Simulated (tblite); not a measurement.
# C4H9FO3Si: the cost of one run

Programs: tblite 0.8.0 and PySCF 2.14.0, with density-fitted response routines of our own. Each step states its level of theory. These are calculated values for one molecule in the gas phase, unless marked as measured. Atoms are numbered from 0 throughout.

## 1. Starting geometry

18 atoms, charge 0, multiplicity 1; geometry from: force field or distance geometry start.

Bonds of the start (Å): C0–O1 1.37, O1–Si2 1.70, Si2–F3 1.70, Si2–O4 1.73, O4–C5 1.37, Si2–C6 1.84, C6–C7 1.51, C6–O8 1.24, C0–H9 1.10, C0–H10 1.13, C0–H11 1.10, C5–H12 1.11, C5–H13 1.13, C5–H14 1.13, C7–H15 1.10, C7–H16 1.11, C7–H17 1.11.

## 2. Geometry optimisation with GFN2-xTB

What the job is given:

```
{"job": {"kind": "relax", "xc": "GFN2-xTB", "basis": "xTB"}, "charge": 0, "multiplicity": 1}
C     -2.225500    -1.406400    -0.127200
O     -1.401600    -0.549800     0.560800
Si    -0.014700    -0.125900    -0.320200
F     -0.202500    -0.688000    -1.918100
O      0.303700     1.571200    -0.294800
C     -0.807000     2.359500    -0.476800
C      1.533000    -0.878300     0.319100
C      2.823900    -0.454800    -0.336900
O      1.532100    -1.694100     1.249200
H     -2.304300    -1.197100    -1.199500
H     -3.273600    -1.359400     0.286900
H     -1.904500    -2.446300     0.057600
H     -1.746500     1.823900    -0.705100
H     -0.557300     3.050500    -1.331300
H     -0.974000     2.938700     0.475100
H      3.665200    -1.069100     0.009700
H      2.629500    -0.492500    -1.427300
H      2.915300     0.624100    -0.097500
```

Launch:

```
$ OMP_NUM_THREADS=1 python probes_run.py task.json out
```

This one command runs all jobs of the session in turn.

**Question.** How long does this first job take on 1 thread of Arm Neoverse V1, shared host?

About 1.3 s.
